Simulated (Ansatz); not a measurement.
# B started on a Na site in rocksalt NaF, 16 atoms, charge 0

Wanted: the effect of changed settings on energy, forces, pressure and convergence.

All numbers are computed with Ansatz 0.2.0 (PAW, plane waves).

1 further run of the same task is left out (it didn't finish).

### Step 1. Starting point

16 atoms (8 F, 7 Na, 1 B); a = 9.260 Å, b = 4.630 Å, c = 4.630 Å, α = 90.00°, β = 90.00°, γ = 90.00°. All atoms were shaken off their sites by about 0.04 Å along each axis. Defect site 1: (0.500, 0.500, 0.500).

Structure file:

```cif
data_structure
_symmetry_space_group_name_H-M 'P 1'
_symmetry_Int_Tables_number 1
_cell_length_a 9.2600
_cell_length_b 4.6300
_cell_length_c 4.6300
_cell_angle_alpha 90.000
_cell_angle_beta 90.000
_cell_angle_gamma 90.000
_cell_volume 198.51
loop_
_atom_site_label
_atom_site_type_symbol
_atom_site_fract_x
_atom_site_fract_y
_atom_site_fract_z
_atom_site_occupancy
F1 F 0.25978 0.00314 0.99414 1
F2 F 0.74548 0.99758 0.00006 1
F3 F 0.99803 0.49834 0.00154 1
F4 F 0.50465 0.51354 0.98588 1
F5 F 0.99896 0.00299 0.49711 1
F6 F 0.50116 0.00470 0.49486 1
F7 F 0.25491 0.50064 0.50000 1
F8 F 0.74785 0.50139 0.49489 1
Na1 Na 0.99840 0.00156 0.97836 1
Na2 Na 0.49756 0.00468 0.99165 1
Na3 Na 0.24612 0.48494 0.00357 1
Na4 Na 0.75122 0.50016 0.99702 1
Na5 Na 0.24971 0.01089 0.49162 1
Na6 Na 0.74600 0.00184 0.50508 1
Na7 Na 0.99639 0.50382 0.49891 1
B1 B 0.50218 0.49274 0.50937 1
```

### Step 2. PBEsol single point

File in.yaml:

```yaml
crystal:
  lattice:
    - [9.260000, 0.000000, 0.000000]
    - [0.000000, 4.630000, 0.000000]
    - [0.000000, 0.000000, 4.630000]
  atoms:
    - { symbol: F, position: [0.259779, 0.003141, 0.994144] }
    - { symbol: F, position: [0.745485, 0.997581, 0.000059] }
    - { symbol: F, position: [0.998029, 0.498345, 0.001545] }
    - { symbol: F, position: [0.504651, 0.513540, 0.985881] }
    - { symbol: F, position: [0.998959, 0.002991, 0.497114] }
    - { symbol: F, position: [0.501156, 0.004700, 0.494859] }
    - { symbol: F, position: [0.254907, 0.500635, 0.499997] }
    - { symbol: F, position: [0.747850, 0.501393, 0.494893] }
    - { symbol: Na, position: [0.998404, 0.001564, 0.978356] }
    - { symbol: Na, position: [0.497565, 0.004685, 0.991646] }
    - { symbol: Na, position: [0.246121, 0.484935, 0.003566] }
    - { symbol: Na, position: [0.751218, 0.500162, 0.997024] }
    - { symbol: Na, position: [0.249708, 0.010890, 0.491622] }
    - { symbol: Na, position: [0.745997, 0.001841, 0.505083] }
    - { symbol: Na, position: [0.996390, 0.503821, 0.498907] }
    - { symbol: B, position: [0.502184, 0.492741, 0.509369] }
kpoints:
  mp_grid: { grid: [2, 2, 2], shift: [0.5, 0.5, 0.5] }
hamiltonian:
  xc: pbesol
scf:
  occupations: { method: fermi_dirac, width: 0.01 }
output:
  forces: true
  eigenvalues: true
  stress: true
  populations: true
  write_density: true
  write_potential: true
  elf: true
  volumetric_format: npy
```

Run with:

```bash
$ ansatz run in.yaml --threads 8 --pin off --max-ram 13300MiB --runs-dir r --events-out ev --progress --plain
```

### Step 3. Variant: cutoff 800 eV

Edit in.yaml of step 2 so:

```diff
@@ -24,2 +24,3 @@
   mp_grid: { grid: [2, 2, 2], shift: [0.5, 0.5, 0.5] }
+basis: { ecutwfc: 800 }
 hamiltonian:
@@ -28,2 +29,3 @@
   occupations: { method: fermi_dirac, width: 0.01 }
+  max_iter: 100
 output:
@@ -32,6 +34 @@
   stress: true
-  populations: true
-  write_density: true
-  write_potential: true
-  elf: true
-  volumetric_format: npy
```

### Step 4. Run again with dispersion D3(BJ) with three-body term, cutoff 400 eV

Edit in.yaml of step 3 so:

```diff
@@ -24,8 +24,9 @@
   mp_grid: { grid: [2, 2, 2], shift: [0.5, 0.5, 0.5] }
-basis: { ecutwfc: 800 }
+basis: { ecutwfc: 400 }
 hamiltonian:
   xc: pbesol
+  dispersion: d3bjatm
 scf:
   occupations: { method: fermi_dirac, width: 0.01 }
-  max_iter: 100
+  max_iter: 50
 output:
```

### Step 5. Changed settings: xc grid 2

Edit in.yaml of step 4 so:

```diff
@@ -24,9 +24,8 @@
   mp_grid: { grid: [2, 2, 2], shift: [0.5, 0.5, 0.5] }
-basis: { ecutwfc: 400 }
+basis: { xc_grid: 2 }
 hamiltonian:
   xc: pbesol
-  dispersion: d3bjatm
 scf:
   occupations: { method: fermi_dirac, width: 0.01 }
-  max_iter: 50
+  max_iter: 90
 output:
```

### Step 6. Run again with 0 extra bands, xc grid 3, charge changed by 1

Edit in.yaml of step 5 so:

```diff
@@ -24,8 +24,10 @@
   mp_grid: { grid: [2, 2, 2], shift: [0.5, 0.5, 0.5] }
-basis: { xc_grid: 2 }
+basis: { xc_grid: 3 }
 hamiltonian:
   xc: pbesol
+total_charge: 1
 scf:
   occupations: { method: fermi_dirac, width: 0.01 }
-  max_iter: 90
+  max_iter: 80
+  n_extra_bands: 0
 output:
```

### Step 7. Changed settings: cutoff 650 eV

Edit in.yaml of step 6 so:

```diff
@@ -24,10 +24,8 @@
   mp_grid: { grid: [2, 2, 2], shift: [0.5, 0.5, 0.5] }
-basis: { xc_grid: 3 }
+basis: { ecutwfc: 650 }
 hamiltonian:
   xc: pbesol
-total_charge: 1
 scf:
   occupations: { method: fermi_dirac, width: 0.01 }
-  max_iter: 80
-  n_extra_bands: 0
+  max_iter: 70
 output:
```

What does the calculation give? Wanted: for each run, settings; status; energy from base; forces from base.

As calculated:

| settings | status | cycles | time | energy from base (meV/atom) | forces from base (eV/Å rms) | filled to empty level on the mesh (eV) |
| --- | --- | --- | --- | --- | --- | --- |
| base | converged | 9 | 1.5 s (8 CPU threads) | 0 | 0 | 4.30 |
| cutoff 800 eV | converged | 8 | 2.2 s (8 CPU threads) | -3.3 | 0.000 | 4.30 |
| dispersion D3(BJ) with three-body term, cutoff 400 eV | converged | 9 | 1.2 s (8 CPU threads) | - | 0.006 | 4.30 |
| xc grid 2 | converged | 9 | 1.2 s (8 CPU threads) | 0.0 | 0.000 | 4.30 |
| 0 extra bands, xc grid 3, charge changed by 1 | refused | - | 0.1 s (8 CPU threads) | - | - | - |
| cutoff 650 eV | converged | 8 | 1.7 s (8 CPU threads) | -3.0 | 0.000 | 4.30 |

Among these variants the forces move most with dispersion D3(BJ) with three-body term, cutoff 400 eV (0.006 eV/Å rms). 1 of 5 variants gave no result: 0 extra bands, xc grid 3, charge changed by 1 (refused).
